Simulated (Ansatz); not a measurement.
Born–Oppenheimer molecular dynamics of a periodic cell of 24 atoms, LiNiBO₃ (host LiNiBO3, host structure P-1). It goes on from the last frame of an earlier run, with new velocities.

Theory: DFT PBEsol, scalar-relativistic, plane waves, PAW (Ansatz). Settings: accuracy low, cutoff 420 eV, k mesh 2x2x2, fermi-dirac smearing 0.05 eV, spin collinear.

* ensemble: NVT, Langevin thermostat
* time step: 1 fs
* steps asked: 200
* set temperature: 1170 K
* friction: 0.05 /fs
* seed: 169941

Frames 5 fs apart, positions in Å.

Velocities at 120 fs (Å/ps):

```
Li -25.50 -22.77 4.32
Li 15.53 -15.88 11.20
Li -7.11 -2.48 2.09
Li -11.09 7.58 17.67
Ni 3.06 -2.44 8.73
Ni 2.72 -2.40 2.05
Ni -3.10 1.24 -4.00
Ni -1.56 -3.02 -3.86
B 1.42 -12.59 1.88
B -2.77 -5.98 4.93
B 15.89 -11.09 5.87
B -3.36 11.63 1.68
O 13.79 7.63 5.91
O -9.27 -7.66 2.92
O -6.61 10.23 7.92
O 1.03 -0.26 3.16
O 23.37 3.42 -6.63
O 8.09 0.02 1.33
O -2.48 -0.15 -3.01
O -5.75 6.72 -11.61
O 5.35 -3.92 -3.12
O 1.45 3.60 -9.51
O -1.68 4.88 -5.77
O 1.87 -5.08 -1.59
```

```xyz
24
Lattice="5.2031 0.0000 0.0000 2.5633 5.4297 0.0000 0.6075 2.7312 8.4856" Properties=species:S:1:pos:R:3 time_fs=120 energy_less_start_eV=0.434 T=1059
Li 3.746 2.192 5.282
Li 0.597 1.173 1.096
Li 7.324 6.634 7.456
Li 4.558 5.371 2.972
Ni 4.175 3.828 8.418
Ni 4.140 3.942 0.377
Ni 0.951 2.411 4.202
Ni 7.073 5.181 4.800
B 1.292 3.252 6.861
B 3.670 2.071 2.587
B 4.610 5.867 6.299
B 6.929 4.268 2.143
O 4.637 1.589 3.622
O 2.129 3.230 7.939
O 6.149 4.485 0.938
O 3.801 5.970 5.246
O 1.987 3.365 5.522
O 4.294 2.158 1.365
O 3.794 5.831 7.643
O 6.246 4.163 3.313
O 5.154 3.066 6.911
O 2.484 1.724 2.980
O 5.873 6.124 6.199
O 2.977 4.724 1.902
24
Lattice="5.2031 0.0000 0.0000 2.5633 5.4297 0.0000 0.6075 2.7312 8.4856" Properties=species:S:1:pos:R:3 time_fs=125 energy_less_start_eV=-0.083 T=1325
Li 3.612 2.075 5.324
Li 0.698 1.073 1.169
Li 7.296 6.585 7.505
Li 4.492 5.347 3.063
Ni 4.180 3.824 8.446
Ni 4.151 3.933 0.402
Ni 0.959 2.417 4.185
Ni 7.072 5.159 4.763
B 1.330 3.176 6.830
B 3.713 2.017 2.640
B 4.628 5.796 6.349
B 6.893 4.337 2.099
O 4.683 1.631 3.630
O 2.076 3.192 7.974
O 6.109 4.510 0.964
O 3.807 5.955 5.246
O 2.084 3.374 5.492
O 4.314 2.178 1.361
O 3.791 5.830 7.623
O 6.212 4.199 3.262
O 5.172 3.065 6.905
O 2.458 1.740 2.937
O 5.902 6.135 6.172
O 3.005 4.701 1.895
24
Lattice="5.2031 0.0000 0.0000 2.5633 5.4297 0.0000 0.6075 2.7312 8.4856" Properties=species:S:1:pos:R:3 time_fs=130 energy_less_start_eV=-0.207 T=1236
Li 3.515 2.020 5.325
Li 0.785 1.051 1.247
Li 7.275 6.551 7.602
Li 4.436 5.294 3.126
Ni 4.176 3.826 8.465
Ni 4.148 3.929 0.436
Ni 0.977 2.403 4.165
Ni 7.077 5.139 4.726
B 1.389 3.133 6.779
B 3.783 1.919 2.677
B 4.559 5.767 6.390
B 6.862 4.418 1.999
O 4.730 1.654 3.664
O 2.038 3.133 7.997
O 6.071 4.528 0.977
O 3.800 5.940 5.186
O 2.142 3.343 5.479
O 4.332 2.210 1.349
O 3.830 5.822 7.558
O 6.173 4.231 3.219
O 5.190 3.061 6.864
O 2.432 1.749 2.908
O 5.945 6.094 6.181
O 3.024 4.670 1.860
24
Lattice="5.2031 0.0000 0.0000 2.5633 5.4297 0.0000 0.6075 2.7312 8.4856" Properties=species:S:1:pos:R:3 time_fs=135 energy_less_start_eV=-0.055 T=1086
Li 3.494 2.035 5.284
Li 0.848 1.044 1.307
Li 7.235 6.564 7.672
Li 4.385 5.267 3.219
Ni 4.182 3.824 8.479
Ni 4.144 3.934 0.471
Ni 1.002 2.370 4.145
Ni 7.090 5.123 4.691
B 1.440 3.131 6.752
B 3.803 1.820 2.667
B 4.463 5.817 6.359
B 6.861 4.492 1.949
O 4.727 1.622 3.701
O 2.017 3.089 8.042
O 6.031 4.523 0.963
O 3.738 5.934 5.142
O 2.171 3.303 5.508
O 4.335 2.247 1.371
O 3.909 5.777 7.533
O 6.147 4.237 3.178
O 5.223 3.023 6.835
O 2.425 1.767 2.887
O 6.004 6.014 6.219
O 3.018 4.644 1.853
24
Lattice="5.2031 0.0000 0.0000 2.5633 5.4297 0.0000 0.6075 2.7312 8.4856" Properties=species:S:1:pos:R:3 time_fs=140 energy_less_start_eV=-0.190 T=1258
Li 3.533 2.057 5.261
Li 0.879 0.997 1.296
Li 7.190 6.589 7.709
Li 4.334 5.233 3.307
Ni 4.189 3.816 8.509
Ni 4.135 3.952 0.499
Ni 1.045 2.331 4.143
Ni 7.115 5.117 4.660
B 1.450 3.124 6.787
B 3.777 1.737 2.651
B 4.426 5.865 6.240
B 6.875 4.523 1.981
O 4.675 1.576 3.686
O 2.000 3.089 8.067
O 6.008 4.535 0.939
O 3.676 5.910 5.159
O 2.170 3.263 5.533
O 4.332 2.254 1.414
O 3.963 5.742 7.548
O 6.137 4.265 3.143
O 5.210 2.975 6.793
O 2.417 1.816 2.846
O 6.021 5.926 6.265
O 3.006 4.648 1.885
24
Lattice="5.2031 0.0000 0.0000 2.5633 5.4297 0.0000 0.6075 2.7312 8.4856" Properties=species:S:1:pos:R:3 time_fs=145 energy_less_start_eV=-0.197 T=1310
Li 3.549 2.094 5.215
Li 0.897 0.928 1.293
Li 7.149 6.656 7.708
Li 4.308 5.170 3.326
Ni 4.182 3.825 8.527
Ni 4.122 3.960 0.522
Ni 1.096 2.283 4.131
Ni 7.143 5.077 4.633
B 1.401 3.121 6.846
B 3.730 1.713 2.634
B 4.479 5.878 6.175
B 6.864 4.447 2.059
O 4.600 1.509 3.642
O 2.004 3.088 8.080
O 5.989 4.602 0.895
O 3.626 5.883 5.160
O 2.169 3.236 5.608
O 4.296 2.268 1.451
O 3.969 5.720 7.536
O 6.132 4.296 3.134
O 5.205 2.921 6.741
O 2.409 1.802 2.820
O 6.004 5.867 6.262
O 3.018 4.649 1.907
24
Lattice="5.2031 0.0000 0.0000 2.5633 5.4297 0.0000 0.6075 2.7312 8.4856" Properties=species:S:1:pos:R:3 time_fs=150 energy_less_start_eV=-0.028 T=1330
Li 3.586 2.185 5.172
Li 0.884 0.881 1.274
Li 7.081 6.744 7.665
Li 4.316 5.122 3.348
Ni 4.167 3.832 8.525
Ni 4.119 3.954 0.547
Ni 1.130 2.241 4.103
Ni 7.160 5.029 4.626
B 1.359 3.141 6.885
B 3.693 1.724 2.642
B 4.570 5.852 6.166
B 6.881 4.395 2.058
O 4.505 1.433 3.622
O 2.023 3.083 8.082
O 5.958 4.685 0.859
O 3.580 5.874 5.119
O 2.127 3.223 5.680
O 4.267 2.231 1.433
O 3.967 5.681 7.512
O 6.109 4.317 3.211
O 5.198 2.881 6.717
O 2.407 1.765 2.830
O 5.980 5.813 6.233
O 3.057 4.646 1.966
24
Lattice="5.2031 0.0000 0.0000 2.5633 5.4297 0.0000 0.6075 2.7312 8.4856" Properties=species:S:1:pos:R:3 time_fs=155 energy_less_start_eV=0.281 T=1072
Li 3.609 2.251 5.178
Li 0.875 0.869 1.254
Li 6.999 6.849 7.630
Li 4.385 5.071 3.361
Ni 4.149 3.849 8.507
Ni 4.122 3.942 0.560
Ni 1.143 2.197 4.090
Ni 7.167 4.975 4.630
B 1.278 3.152 6.958
B 3.686 1.777 2.635
B 4.596 5.778 6.208
B 6.859 4.387 2.034
O 4.439 1.354 3.623
O 2.037 3.084 8.065
O 5.947 4.720 0.853
O 3.577 5.903 5.086
O 2.070 3.205 5.726
O 4.249 2.200 1.404
O 3.970 5.644 7.479
O 6.116 4.337 3.288
O 5.167 2.857 6.715
O 2.393 1.748 2.809
O 5.937 5.806 6.184
O 3.051 4.656 2.066
24
Lattice="5.2031 0.0000 0.0000 2.5633 5.4297 0.0000 0.6075 2.7312 8.4856" Properties=species:S:1:pos:R:3 time_fs=160 energy_less_start_eV=0.764 T=1132
Li 3.673 2.299 5.188
Li 0.852 0.848 1.261
Li 6.943 6.887 7.616
Li 4.495 5.067 3.344
Ni 4.123 3.852 8.482
Ni 4.133 3.932 0.570
Ni 1.161 2.149 4.082
Ni 7.180 4.949 4.640
B 1.190 3.144 7.029
B 3.669 1.851 2.620
B 4.559 5.732 6.269
B 6.821 4.373 2.029
O 4.394 1.337 3.651
O 2.075 3.054 8.044
O 5.963 4.707 0.857
O 3.653 5.920 5.086
O 2.010 3.191 5.740
O 4.227 2.171 1.373
O 3.974 5.607 7.443
O 6.134 4.329 3.322
O 5.120 2.850 6.733
O 2.371 1.736 2.800
O 5.875 5.829 6.153
O 3.031 4.646 2.163
```

Of the whole run (200 fs, mean temperature of the second half 1260 K): A run of 0.2 ps of so small a system gives no equilibrium averages. No Hubbard correction was used and the magnetic state wasn't searched. Limits of this set-up: coarse k mesh, low accuracy level.

Run time: 33 min on 2 threads of Intel(R) Xeon(R) Platinum 8488C (Sapphire Rapids) (shared host), peak memory 1.7 GiB.
